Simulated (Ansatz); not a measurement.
HfGe, 2 atoms in the cell. The structure is hexagonal, space group P-6m2 (No. 187). Conventional cell: a = 3.934 Å, b = 3.934 Å, c = 3.510 Å, α = 90.00°, β = 90.00°, γ = 120.00°. Hf (site symmetry -6m2) is surrounded by 3 Ge at 2.27 Å. Ge (site symmetry -6m2) has 3 Hf at 2.27 Å as nearest neighbours. The cell was built by a generator and needn't be a form met in nature.

```yaml
Program: Ansatz 0.2.0
Task: density of states
Functional: PBE
Potentials_or_basis: all-electron PAW datasets made for the crystal
Cutoff: 440 eV (chosen from the basis error)
k_mesh: 8 × 8 × 8
Occupations: fermi-dirac, width 0.05 eV
Spin: no spin polarisation
```

Potentials or basis: all-electron PAW datasets made for the crystal.

Launch:

```console
$ ansatz run input.yaml --threads 1 --pin off --max-ram 3072MiB --backend cpu --events-out ev --progress --plain --runs-dir out
```

Hardware: 1 thread of Intel(R) Xeon(R) Processor @ 2.50GHz (Skylake/Cascade Lake), on a shared host.

Problem. How long does it take, and how much memory?

Solution. It took 51 s on 1 thread of Intel(R) Xeon(R) Processor @ 2.50GHz (Skylake/Cascade Lake), on a shared host, peak memory 0.77 GiB. Counts: scf iterations 9, plane waves 961, k points 50, bands 24.
